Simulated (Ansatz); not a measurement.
# C₃H₉AlSi: one species, many methods

One table from this session's results is given with a row withheld; the runs are named, their logs left out.

Program: Ansatz 0.2.0, Gaussian basis. Level of theory: functionals in def2-TZVPP, the program's frozen cores in correlated methods. These are calculated values, not measurements.

Plan: PBE-D4, r2SCAN-D4, PBE0-D4, B3LYP-D4, ωB97X-V, ωB97M-V, B2PLYP; CCSD(T)/def2-TZVPP; MP2/def2-QZVPP; extrapolation to the limit.

### Structure used throughout

An earlier PBE0-D4 in a triple-zeta def2 set relaxation fixed the geometry.

14 atoms, charge 0, spin multiplicity 1.

Atoms are counted from 1 here; the program's logs count them from 0.

Bond lengths: C1–C2 1.514 Å, C1–H6 1.094 Å, C1–H7 1.093 Å, C1–H8 1.095 Å, C2–Al3 1.957 Å, C2–Si4 1.909 Å, C2–H9 1.114 Å, Al3–Si4 2.328 Å, Al3–H10 1.587 Å, Si4–C5 1.877 Å, Si4–H11 1.496 Å, C5–H12 1.093 Å, C5–H13 1.093 Å, C5–H14 1.092 Å. Angles: C2–C1–H6 112.1°, C2–C1–H7 110.5°, C2–C1–H8 112.5°, H6–C1–H7 107.1°, H6–C1–H8 107.4°, H7–C1–H8 107.0°, C1–C2–Al3 140.0°, C1–C2–Si4 125.9°, C1–C2–H9 111.2°, Al3–C2–Si4 74.0°, Al3–C2–H9 93.3°, Si4–C2–H9 103.7°, C2–Al3–Si4 52.0°, C2–Al3–H10 140.7°, Si4–Al3–H10 167.1°, C2–Si4–Al3 53.9°, C2–Si4–C5 121.5°, C2–Si4–H11 108.5° and more.

The first run:

Input file in.yaml:

```yaml
crystal:
  periodic: [false, false, false]
  atoms:
    - {symbol: C, position_ang: [-2.037102, 0.292288, 0.330528]}
    - {symbol: C, position_ang: [-0.579990, 0.698304, 0.263098]}
    - {symbol: Al, position_ang: [0.783502, 1.574978, 1.359216]}
    - {symbol: Si, position_ang: [0.916263, -0.487730, 0.287224]}
    - {symbol: C, position_ang: [1.620437, -1.210590, -1.295423]}
    - {symbol: H, position_ang: [-2.698960, 1.153603, 0.463725]}
    - {symbol: H, position_ang: [-2.208561, -0.377666, 1.176928]}
    - {symbol: H, position_ang: [-2.365807, -0.238031, -0.569884]}
    - {symbol: H, position_ang: [-0.384743, 1.352319, -0.617605]}
    - {symbol: H, position_ang: [1.008182, 2.886189, 2.225111]}
    - {symbol: H, position_ang: [0.634796, -1.588687, 1.260522]}
    - {symbol: H, position_ang: [0.931911, -1.945943, -1.720675]}
    - {symbol: H, position_ang: [2.572167, -1.709599, -1.097331]}
    - {symbol: H, position_ang: [1.794906, -0.428635, -2.036735]}
basis:
  gaussian: {orbitals: def2-TZVPP}
hamiltonian: {xc: pbe, dispersion: d4}
output: {forces: true, orbitals: {seedname: orbitals}}
```

Launch:

```bash
> ansatz run in.yaml --threads 4 --pin off --events-out ev --progress --plain --max-ram 10444MiB
```

Among the steps run: PBE-D4 (GGA); r2SCAN-D4 (meta-GGA); PBE0-D4 (hybrid); B3LYP-D4 (hybrid); ωB97X-V (range-separated); ωB97M-V (range-separated); B2PLYP (double hybrid); CCSD(T) in def2-TZVPP; MP2 in def2-QZVPP.

One table of the session follows, with a row left open; its other results are not shown here.

```
            method  atomisation energy (kJ/mol)
            PBE-D4                       4947.6
         r2SCAN-D4                       4911.9
           PBE0-D4                       4905.3
          B3LYP-D4                       4879.9
           ωB97X-V                       4905.2
           ωB97M-V                       4897.8
            B2PLYP                       4825.7
     HF/def2-TZVPP                       3661.1
    MP2/def2-TZVPP                       4805.5
   CCSD/def2-TZVPP                       4711.8
CCSD(T)/def2-TZVPP                            ?
           MP2/CBS                       4918.6
       CCSD(T)/CBS                       4887.0
```

Q: Estimate the row for CCSD(T)/def2-TZVPP from the others.

As computed: atomisation energy (kJ/mol): 4773.9. In the column «atomisation energy (kJ/mol)» it lies between CCSD/def2-TZVPP (4711.8) and MP2/def2-TZVPP (4805.5).

To keep in mind: Free atoms (3 C, 1 Al, 1 Si, 9 H) were run apart at each level; the atomisation energy is their sum less the molecule, without zero-point or spin-orbit terms.
